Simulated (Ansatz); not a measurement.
# CH₅FSSi: small, medium and large basis sets

An exercise on one series of results from a longer session: the logs are not shown, and one member is left open.

Method: one geometry, several basis sets; program: Ansatz 0.2.0, Gaussian basis.

Plan: PBE0-D4/def2-SVP; ωB97M-V/def2-SVP; PBE0-D4/def2-QZVPP; ωB97M-V/def2-QZVPP; the functionals' def2-TZVPP values are taken from earlier runs.

### The geometry

The geometry comes from an earlier relaxation with PBE0-D4 in a triple-zeta def2 set; it is a stationary point, not always the lowest conformer.

SMILES `C[SiH](F)S`, 9 atoms, charge 0, spin multiplicity 1.

Atoms are counted from 1 here; the program's logs count them from 0.

Bond lengths: C1–Si2 1.851 Å, C1–H5 1.092 Å, C1–H6 1.093 Å, C1–H7 1.093 Å, Si2–F3 1.602 Å, Si2–S4 2.125 Å, Si2–H8 1.481 Å, S4–H9 1.344 Å. Angles: Si2–C1–H5 110.4°, Si2–C1–H6 110.9°, Si2–C1–H7 110.3°, H5–C1–H6 108.4°, H5–C1–H7 108.7°, H6–C1–H7 108.1°, C1–Si2–F3 107.5°, C1–Si2–S4 112.7°, C1–Si2–H8 113.7°, F3–Si2–S4 110.8°, F3–Si2–H8 107.4°, S4–Si2–H8 104.8°, Si2–S4–H9 94.5°.

Geometry (Å):

```
atom    x (Å)    y (Å)    z (Å)
  C1  -0.2355   0.4684  -1.0330
 Si2   0.5274  -0.5596   0.3044
  F3   1.9298   0.1125   0.6876
  S4  -0.7188  -0.7302   2.0169
  H5  -1.1765   0.0251  -1.3650
  H6  -0.4386   1.4816  -0.6778
  H7   0.4399   0.5379  -1.8895
  H8   0.8032  -1.9562  -0.1029
  H9  -1.0423   0.5743   2.0421
```

Set-up of the first run:

Contents of in.yaml:

```yaml
crystal:
  periodic: [false, false, false]
  atoms:
    - {symbol: C, position_ang: [-0.235463, 0.468409, -1.033024]}
    - {symbol: Si, position_ang: [0.527368, -0.559642, 0.304382]}
    - {symbol: F, position_ang: [1.929778, 0.112451, 0.687620]}
    - {symbol: S, position_ang: [-0.718757, -0.730238, 2.016880]}
    - {symbol: H, position_ang: [-1.176503, 0.025076, -1.364951]}
    - {symbol: H, position_ang: [-0.438589, 1.481577, -0.677812]}
    - {symbol: H, position_ang: [0.439874, 0.537863, -1.889451]}
    - {symbol: H, position_ang: [0.803196, -1.956197, -0.102851]}
    - {symbol: H, position_ang: [-1.042304, 0.574302, 2.042106]}
basis:
  gaussian: {orbitals: def2-SVP}
hamiltonian: {xc: pbe0, dispersion: d4}
output: {orbitals: {seedname: orbitals}}
```

Among the steps run: PBE0-D4 in def2-SVP; ωB97M-V in def2-SVP; PBE0-D4 in def2-QZVPP; ωB97M-V in def2-QZVPP.

One table of the session follows, with a row left open; its other results are not shown here.

It belongs to the step «Functionals by basis». 

```
functional       basis  HOMO (eV)  LUMO (eV)
   PBE0-D4    def2-SVP      -7.66       0.82
   PBE0-D4  def2-TZVPP      -7.79       0.34
   PBE0-D4  def2-QZVPP          ?          ?
   ωB97M-V    def2-SVP      -9.84       2.76
   ωB97M-V  def2-TZVPP     -10.01       2.13
   ωB97M-V  def2-QZVPP     -10.04       1.54
```

Estimate the missing values for PBE0-D4, def2-QZVPP.

The run gave: HOMO (eV): -7.82; LUMO (eV): 0.11. In the column «HOMO (eV)» it lies between ωB97M-V, def2-SVP (-9.84) and PBE0-D4, def2-TZVPP (-7.79).
